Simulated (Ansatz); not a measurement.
Crystal: HPbNO4.

```xyz
7
Lattice="3.8540 0.1438 0.0901 -0.2532 5.5270 0.1647 -0.4820 -1.9272 5.7203" Properties=species:S:1:pos:R:3 pbc="T T T"
H    -0.0083    2.5983    3.2335
Pb    2.1473    2.6778    1.0046
N     2.8237    3.6046    5.7249
O    -0.4057   -0.9417    5.0623
O     2.7256   -0.0852    0.8025
O    -0.5912    2.3982    5.1009
O     0.1280    2.5704    2.2622
```

The cell was built by a generator and needn't be a form met in nature.

Program: Ansatz 0.2.0. Alike in all runs: level PBE; potentials or basis Ansatz PAW soft_1; no spin polarisation; cell as given; cutoff (eV) 420. Hardware: 8 threads of Arm Neoverse N1 (shared host).

Order these runs on this cell by their wall time, lowest first.
A. task Born charges and dielectric tensor; k mesh 5 × 4 × 4; smearing fixed
B. task optical spectrum; k mesh 5 × 4 × 4; smearing fermi-dirac 0.05 eV; broadening 0.05 eV
C. task electric field gradients; k mesh 7 × 5 × 5; smearing fermi-dirac 0.05 eV

C (11 s), A (54 s), B (110 s).

Not every run made on this cell is shown here.
